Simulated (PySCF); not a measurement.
# [Ce(SH)2]+: other functionals and bases at one geometry

Aim: see how levels, charges and forces of [Ce(SH)2]+ depend on the level of theory. The species was built from a template and needn't be a known compound.

Method: several levels, as the steps say, no spin–orbit coupling; program: PySCF 2.14.0.

3 further runs of the same task are left out: 1 for a known fault of the program, 2 that didn't finish.

## (1) Starting geometry

5 atoms, charge 1, spin multiplicity 1.

Bond lengths: Ce1–S2 2.603 Å, Ce1–S4 2.603 Å, S2–H3 1.368 Å, S4–H5 1.368 Å. Angles: S2–Ce1–S4 108.2°, Ce1–S2–H3 96.3°, Ce1–S4–H5 96.3°.

Coordinates:

```
Ce   -0.3691   -1.5028    0.4100
S    -0.0170    0.4859    2.0527
H     0.2572    1.4242    1.0960
S    -0.0170   -0.6240   -2.0150
H     0.2572    0.6702   -1.6674
```

Formal oxidation states: Ce +3. Each metal's 1 4f electrons lie in its core potential, so multiplicities, spins and levels count the valence alone. An earlier session relaxed this geometry at PBE, Ce lcecp-1-SVP with ECP47, S def2-SVP, H def2-SVP (singlet, point group C2v).

At PBE on the finer grid: E = -829.097911 Eh, HOMO -10.90 eV, LUMO -7.83 eV, Mulliken charge on Ce1 +1.07 e, largest force component 0.009 eV/Å. 

Levels to run: BP86; r2SCAN; HF; wB97X; PBE, TZVP. Hardware: 2 threads of Arm Neoverse V2, shared host.

## (2) BP86

Contents of run.py (the lines that set the calculation):

```python
mol = gto.M(atom='''
Ce    -0.36914    -1.50275     0.41003
S     -0.01696     0.48590     2.05271
H      0.25723     1.42420     1.09597
S     -0.01696    -0.62399    -2.01503
H      0.25723     0.67019    -1.66743''',
    basis={'Ce': 'lcecp-1-SVP', 'S': 'def2-SVP', 'H': 'def2-SVP'},
    ecp={'Ce': 'lcecp-1-SVP'},
    charge=1, spin=0)
mf = dft.RKS(mol, xc='B88,P86')
mf.grids.atom_grid = (75, 302)  # f atoms: unpruned, at least (60, 302)
mf = mf.density_fit()  # fitting sets: Ce AutoAux, S def2-universal-JKFIT, H def2-universal-JKFIT
mf.conv_tol = 1e-08; mf.max_cycle = 55
mf.kernel(dm0)  # dm0: the density of the relaxed state
```

Run with:

```bash
$ OMP_NUM_THREADS=2 python run.py
```

## (3) r2SCAN

Changes to run.py (the lines that set the calculation) since step 2:

```diff
@@ -9,3 +9,3 @@
     charge=1, spin=0)
-mf = dft.RKS(mol, xc='B88,P86')
+mf = dft.RKS(mol, xc='R2SCAN')
 mf.grids.atom_grid = (75, 302)  # f atoms: unpruned, at least (60, 302)
```

## (4) HF

Changes to run.py (the lines that set the calculation) since step 3:

```diff
@@ -9,4 +9,3 @@
     charge=1, spin=0)
-mf = dft.RKS(mol, xc='R2SCAN')
-mf.grids.atom_grid = (75, 302)  # f atoms: unpruned, at least (60, 302)
+mf = scf.RHF(mol)
 mf = mf.density_fit()  # fitting sets: Ce AutoAux, S def2-universal-JKFIT, H def2-universal-JKFIT
```

## (5) wB97X

Changes to run.py (the lines that set the calculation) since step 4:

```diff
@@ -9,3 +9,4 @@
     charge=1, spin=0)
-mf = scf.RHF(mol)
+mf = dft.RKS(mol, xc='WB97X')
+mf.grids.atom_grid = (75, 302)  # f atoms: unpruned, at least (60, 302)
 mf = mf.density_fit()  # fitting sets: Ce AutoAux, S def2-universal-JKFIT, H def2-universal-JKFIT
```

## (6) PBE, TZVP

Basis: Ce lcecp-1-TZVP with ECP47, S def2-TZVP, H def2-TZVP. 

Contents of run.py (the lines that set the calculation):

```python
mol = gto.M(atom='''
Ce    -0.36914    -1.50275     0.41003
S     -0.01696     0.48590     2.05271
H      0.25723     1.42420     1.09597
S     -0.01696    -0.62399    -2.01503
H      0.25723     0.67019    -1.66743''',
    basis={'Ce': 'lcecp-1-TZVP', 'S': 'def2-TZVP', 'H': 'def2-TZVP'},
    ecp={'Ce': 'lcecp-1-TZVP'},
    charge=1, spin=0)
mf = dft.RKS(mol, xc='PBE')
mf.grids.atom_grid = (75, 302)  # f atoms: unpruned, at least (60, 302)
mf = mf.density_fit()  # fitting sets: Ce AutoAux, S def2-universal-JKFIT, H def2-universal-JKFIT
mf.conv_tol = 1e-08; mf.max_cycle = 55
mf.kernel(dm0)  # dm0: free metal ions and neutral atoms
```

Before running it: what results should come out? Wanted: for each run, HOMO; gap; charge on Ce1; dipole; largest force.

The runs gave:

| level | state | HOMO (eV) | gap (eV) | charge on Ce1 (e) | dipole (D) | largest force (eV/Å) | basis functions | time |
| --- | --- | --- | --- | --- | --- | --- | --- | --- |
| PBE (relaxed here) | singlet | -10.90 | 3.07 | 1.07 | 3.83 | 0.01 | 79 | 9.3 s |
| BP86 | singlet | -10.99 | 3.21 | 1.08 | 3.87 | 0.05 | 79 | 3.5 s |
| r2SCAN | singlet | -11.13 | 3.66 | 1.19 | 4.29 | 0.26 | 79 | 4.5 s |
| HF | singlet | -14.31 | 9.42 | 1.46 | 6.06 | 0.79 | 79 | 1.5 s |
| wB97X | singlet | -14.14 | 8.92 | 1.25 | 5.22 | 0.41 | 79 | 3.6 s |
| PBE, TZVP | singlet | -10.82 | 3.07 | 1.37 | 4.19 | 0.22 | 133 | 7.7 s |

Times are on 2 threads of Arm Neoverse V2, shared host; the first row also made further properties. The dipole of a charged species depends on the origin, so these sizes hold for this origin alone.

In one basis the HOMO–LUMO gap runs from 3.07 eV (PBE) to 9.42 eV (HF). The largest leftover force, 0.79 eV/Å with HF, stands at a geometry relaxed at another level. The Mulliken charge on Ce spans +1.07 to +1.46 e over the levels. With 4f in the core, its levels are missing from HOMO and gap. Total energies of different levels can't be compared. Spin–orbit coupling is left out throughout.
